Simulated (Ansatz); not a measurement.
# GeH2+ (doublet): from Hartree-Fock to the top rungs at a displaced geometry (v1), cc-pVTZ

How much of the correlation energy of GeH2+ (doublet) does each wave-function method recover here?

Program: Ansatz 0.2.0, Gaussian basis. Level of theory: cc-pVTZ, core rule «outside noble gas», up to 14 orbitals frozen. These are calculated values, not measurements.

The runs, in order: UHF; CCSD(T) on ROHF; CCSD(T) on UHF; BCCD(T) on ROHF; CISD; CCSDT(Q) on ROHF; CCSDT(Q) on UHF.

16 further runs of the same task are left out: 4 for a known fault of the program, 3 that didn't finish, 9 set aside as unsound or not needed.

### Step 1. The system

The geometry is a PBE0/def2-TZVP stationary point (not a proven minimum) with its atoms shifted at random (size 0.040 Å). No spin-orbit coupling is included. The filled d shell of Ge may be among the frozen orbitals whatever the setting's name suggests; the logs give the count.

3 atoms, charge 1, spin multiplicity 2.

Atoms are counted from 1 here; the program's logs count them from 0.

Bond lengths: Ge1–H2 1.553 Å, Ge1–H3 1.528 Å. Angles: H2–Ge1–H3 119.2°.

### Step 2. UHF

in.yaml

```yaml
crystal:
  periodic: [false, false, false]
  atoms:
    - {symbol: Ge, position_ang: [-0.000625, -0.021025, 0.000876]}
    - {symbol: H, position_ang: [-0.001458, 0.727953, -1.360139]}
    - {symbol: H, position_ang: [0.046506, 0.787263, 1.296972]}
basis:
  gaussian: {orbitals: cc-pVTZ}
total_charge: 1
magnetization: {spin_polarized: true, initial_magnetization: 1}
hamiltonian: {xc: hf}
output: {orbitals: {seedname: orbitals}}
```

Command:

```
> ansatz run in.yaml --threads 1 --pin off --events-out ev --progress --plain --max-ram 2393MiB
```

The runs that follow: CCSD(T) on ROHF; CCSD(T) on UHF; BCCD(T) on ROHF; CISD; CCSDT(Q) on ROHF; CCSDT(Q) on UHF.

Q: Predict the results of all the runs planned. Wanted: UCCSDT(Q) below the RHF energy; RMP2 from UCCSDT(Q); UMP2 from UCCSDT(Q); RCCSD from UCCSDT(Q); RCCSD(T) from UCCSDT(Q); UCCSD(T) from UCCSDT(Q); RCCSDT(Q) from UCCSDT(Q); T1 diagnostic.

**Answer**, as computed:

```
                         quantity                                                   value
   UCCSDT(Q) below the RHF energy                                              -2.6337 eV
              RMP2 from UCCSDT(Q)                                            +58.2 kJ/mol
              UMP2 from UCCSDT(Q)                                            +57.2 kJ/mol
             RCCSD from UCCSDT(Q)                                             +7.1 kJ/mol
          RCCSD(T) from UCCSDT(Q)                                             +2.1 kJ/mol
          UCCSD(T) from UCCSDT(Q)                                             +1.5 kJ/mol
         RCCSDT(Q) from UCCSDT(Q)                                             +0.6 kJ/mol
levels within 1 kcal/mol (43 meV)  RCCSD(T), UCCSD(T), BCCD(T), RCCSDT, UCCSDT, RCCSDT(Q)
                    T1 diagnostic                                                   0.021
```

**Reading.** RCCSD(T) lands +2.1 kJ/mol from the yardstick (0.8 % of the correlation energy). These misses are within one basis, not against nature; the frozen cores of restricted and unrestricted runs differ, which can shift their rows.
